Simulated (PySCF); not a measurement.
# GeH9NSi2: the cost of one run

Programs: PySCF 2.14.0, with density-fitted response routines of our own. Each step states its level of theory. These are calculated values for one molecule in the gas phase, unless marked as measured. Atoms are numbered from 0 throughout.

## (1) Starting geometry

13 atoms, charge 0, multiplicity 1; geometry from: GFN2-xTB. The atoms were then displaced at random by about 0.01 Å, so the start is not that level's minimum.

Bonds of the start (Å): Si0–N1 1.70, N1–Si2 1.72, Si2–Ge3 2.36, Si0–H4 1.48, Si0–H5 1.47, Si0–H6 1.48, N1–H7 0.99, Si2–H8 1.45, Si2–H9 1.49, Ge3–H10 1.46, Ge3–H11 1.51, Ge3–H12 1.52.

## (2) Relaxing the molecule at PBE0-D3(BJ)/def2-SVP

Job settings and geometry (Å):

```
{"job": {"xc": "PBE0", "basis": "def2-SVP", "d3": "d3bj", "grid": 1, "shake": 0.01, "kind": "geom"}, "charge": 0, "multiplicity": 1}
Si    -1.814810     0.805190    -0.308540
N     -1.154470    -0.728240     0.034150
Si     0.437650    -1.320340    -0.210140
Ge     1.982260     0.466480    -0.213580
H     -3.140030     0.827760     0.344750
H     -0.927780     1.842130     0.231160
H     -1.989840     1.022780    -1.759480
H     -1.810980    -1.443690     0.201490
H      0.548120    -2.063170    -1.445660
H      0.721120    -2.257320     0.907300
H      3.374840     0.025590    -0.325170
H      1.993270     1.342690     1.014880
H      1.786480     1.463250    -1.342720
```

Launch:

```bash
$ OMP_NUM_THREADS=1 python probes_run.py task.json out
```

This one command runs all jobs of the session in turn.

**Question.** How long does this first job take on 1 thread of Arm Neoverse V1, shared host, and how much memory does it need?

About 93 s, with a peak of 0.53 GiB.
